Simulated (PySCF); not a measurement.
**GeSiH4Cl2 (SMILES Cl[SiH](Cl)[GeH3]): MP2/ccECP-aug-cc-pVDZ (core potential)**

Aim: the vertical ionisation energy of GeSiH4Cl2 at MP2/ccECP-aug-cc-pVDZ (core potential), from 2 runs. Input form: a Python script.

Program for the calculation: PySCF 2.14.0.

## Step 1: The structure to begin with

GeSiH4Cl2: 8 atoms, total charge 0, spin state singlet. SMILES: `Cl[SiH](Cl)[GeH3]`. The coordinates come from a PBE0-D4/def2-TZVP relaxation.

Bond lengths: Cl1–Si2 2.052 Å, Si2–Cl3 2.052 Å, Si2–Ge4 2.375 Å, Si2–H5 1.480 Å, Ge4–H6 1.536 Å, Ge4–H7 1.534 Å, Ge4–H8 1.536 Å. Some angles: Cl1–Si2–Cl3 109.1°, Cl1–Si2–Ge4 109.3°, Cl3–Si2–Ge4 109.3°, Cl1–Si2–H5 107.2°, Cl3–Si2–H5 107.2°, Ge4–Si2–H5 114.7°, Si2–Ge4–H6 109.6°, Si2–Ge4–H7 108.8°, Si2–Ge4–H8 109.6°, H6–Ge4–H7 109.7°.

## Step 2: The energy at MP2/ccECP-aug-cc-pVDZ (core potential)

The input, run.py:

```python
# Cl[SiH](Cl)[GeH3]
from pyscf import gto, mp

system = gto.M(
    atom='''
Cl     1.525200    -1.984400     0.818400
Si     1.095000    -0.039700     0.326100
Cl     2.242600     0.517000    -1.281100
Ge    -1.201900     0.135100    -0.252900
H      1.509200     0.802400     1.471000
H     -1.526800     1.586500    -0.635400
H     -1.482200    -0.788800    -1.444900
H     -2.068800    -0.285200     0.943000
''',
    ecp='ccecp',
    max_memory=1860,
    spin=0,
    basis='ccecp-aug-cc-pvdz',
    verbose=3,
)

mf = system.RHF()
mf.conv_tol = 1e-10
mf.kernel()
if not mf.converged:
    mf = mf.newton().run(mf.mo_coeff, mf.mo_occ)

pt = mp.MP2(mf).run()
energy = pt.e_tot
print('Final energy', energy)
```

Launch:

```sh
$ OMP_NUM_THREADS=1 python run.py
```

Log:

```text
converged SCF energy = -39.347700197883
E(RMP2) = -39.8599739834545  E_corr = -0.512273785571523
E(SCS-RMP2) = -39.8598101476108  E_corr = -0.512109949727809
Final energy -39.85997398345452
```

Run time: 12 s. Hardware: 1 thread of Arm Neoverse V1, shared host; peak memory 0.44 GiB.

## Step 3: The doublet cation

The input, job.py:

```python
from pyscf import gto, scf, mp

molecule = gto.M(
    atom=[
    ('Cl', (1.525200, -1.984400, 0.818400)),
    ('Si', (1.095000, -0.039700, 0.326100)),
    ('Cl', (2.242600, 0.517000, -1.281100)),
    ('Ge', (-1.201900, 0.135100, -0.252900)),
    ('H', (1.509200, 0.802400, 1.471000)),
    ('H', (-1.526800, 1.586500, -0.635400)),
    ('H', (-1.482200, -0.788800, -1.444900)),
    ('H', (-2.068800, -0.285200, 0.943000)),
],
    spin=1,
    max_memory=1860,
    verbose=4,
    ecp='ccecp',
    charge=1,
    basis='ccecp-aug-cc-pvdz',
)

mf = scf.UHF(molecule)
mf.conv_tol = 1e-10
mf.kernel()
if not mf.converged:
    mf = mf.newton().run(mf.mo_coeff, mf.mo_occ)

pt = mp.MP2(mf).run()
etot = pt.e_tot
print('Final energy', etot)
```

Launch:

```sh
$ OMP_NUM_THREADS=1 python job.py
```

Log:

```text
PySCF version 2.14.0

[... 112 lines left out ...]
converged SCF energy = -38.982737452768  <S^2> = 0.76597212  2S+1 = 2.0159088
[... 1 line left out ...]
******** <class 'pyscf.mp.ump2.UMP2'> ********
nocc = (np.int64(13), np.int64(12)), nmo = (124, 124)
E(UMP2) = -39.4815138921491  E_corr = -0.498776439381029
E(SCS-UMP2) = -39.4807517422907  E_corr = -0.498014289522687
E_corr(same-spin) = -0.115981658924478
E_corr(oppo-spin) = -0.382794780456551
Final energy -39.48151389214908
```

Run time: 18 s. Hardware: 1 thread of Arm Neoverse V1, shared host; peak memory 0.46 GiB.

## Step 4: Outcome

At MP2/ccECP-aug-cc-pVDZ (core potential):

| quantity | value |
| --- | --- |
| singlet GeSiH4Cl2: total energy | -39.85997 Eh |
| singlet GeSiH4Cl2: dipole moment (Hartree–Fock density) | 1.70 D |
| singlet GeSiH4Cl2: HOMO energy (Hartree–Fock orbitals) | -10.90 eV |
| singlet GeSiH4Cl2: LUMO energy (Hartree–Fock orbitals) | 0.87 eV |
| singlet GeSiH4Cl2: HOMO–LUMO gap (Hartree–Fock orbitals) | 11.77 eV |
| singlet GeSiH4Cl2: correlation energy | -512.3 mEh |
| doublet cation: total energy | -39.48151 Eh |
| doublet cation: HOMO energy (Hartree–Fock orbitals) (highest over α and β) | -17.35 eV |
| doublet cation: LUMO energy (Hartree–Fock orbitals) (lowest over α and β) | -8.93 eV |
| doublet cation: correlation energy | -498.8 mEh |
| doublet cation: ⟨S²⟩ of the reference determinant | 0.766 |
| vertical ionisation energy (to the doublet cation) | 10.298 eV |

**Reading.** Removing an electron at fixed nuclei costs 10.30 eV (994 kJ/mol). Mulliken charges (singlet GeSiH4Cl2) of the mean-field density run from -0.35 on Cl1 to +0.37 on H5; in a basis this large or diffuse they mean little.
